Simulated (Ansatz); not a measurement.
Geometry optimisation, DFT PBE, scalar-relativistic, plane waves, PAW (Ansatz 0.2.0).

The input (input.yaml):

```yaml
crystal:
  lattice:
    - [0.0, 3.57, 3.57]
    - [3.57, 0.0, 3.57]
    - [3.57, 3.57, 0.0]
  atoms:
    - { symbol: C, position: [0.0, 0.0, 0.0] }
    - { symbol: C, position: [0.125, 0.125, 0.125] }
    - { symbol: C, position: [0.0, 0.0, 0.5] }
    - { symbol: C, position: [0.125, 0.125, 0.625] }
    - { symbol: C, position: [0.0, 0.5, 0.0] }
    - { symbol: C, position: [0.125, 0.625, 0.125] }
    - { symbol: C, position: [0.0, 0.5, 0.5] }
    - { symbol: C, position: [0.125, 0.625, 0.625] }
    - { symbol: C, position: [0.5, 0.0, 0.0] }
    - { symbol: C, position: [0.625, 0.125, 0.125] }
    - { symbol: C, position: [0.5, 0.0, 0.5] }
    - { symbol: C, position: [0.625, 0.125, 0.625] }
    - { symbol: C, position: [0.5, 0.5, 0.0] }
    - { symbol: C, position: [0.625, 0.625, 0.125] }
    - { symbol: C, position: [0.5, 0.5, 0.5] }
    - { symbol: C, position: [0.625, 0.625, 0.625] }
    - { symbol: H, position: [0.7517446, 0.7366209, 0.7633253], spin: 1.0 }
magnetization:
  spin_polarized: true
basis:
  ecutwfc: 420.0
kpoints:
  mp_grid: { grid: [3, 3, 3] }
hamiltonian:
  xc: pbe
scf:
  occupations: { method: gaussian, width: 0.02 }
  lower_state_search: "off"
relax:
  f_tol: 0.03
  max_steps: 60
  adjacent_minimum: "off"
```

Run as:

```bash
$ ansatz run input.yaml --threads 2 --pin off --max-ram 5120MiB --backend cpu --events-out ev --progress --plain --runs-dir out
```

Where does it end, and by what steps?

The forces met the threshold. After 3 steps the energy has fallen by 0.086 eV; H17 moved furthest, 0.06 Å.

| step | energy less start (eV) | largest force component (eV/Å) | accepted |
| --- | --- | --- | --- |
| 0 | 0.0000 | 1.338 | yes |
| 1 | -0.0678 | 0.458 | yes |
| 2 | -0.0837 | 0.102 | yes |
| 3 | -0.0861 | 0.007 | yes |

```xyz
17
Lattice="0.0000 3.5700 3.5700 3.5700 0.0000 3.5700 3.5700 3.5700 0.0000" Properties=species:S:1:pos:R:3
C 0.000 0.003 -0.002
C 0.895 0.899 0.893
C 1.785 1.788 0.019
C 2.675 2.678 0.893
C 1.785 0.024 1.783
C 2.675 0.899 2.672
C 3.549 1.788 1.783
C 4.460 2.683 2.678
C 0.021 1.788 1.783
C 0.895 2.678 2.672
C 1.785 3.552 1.783
C 2.680 4.463 2.677
C 1.785 1.788 3.547
C 2.680 2.683 4.458
C 3.570 3.573 3.568
C 4.460 4.463 4.458
H 5.355 5.359 5.352
```

Whether the end is a true minimum wasn't checked by a vibrational analysis.

The run took 23 s on 2 threads of Arm Neoverse V2, on a shared host, peak memory 0.38 GiB.
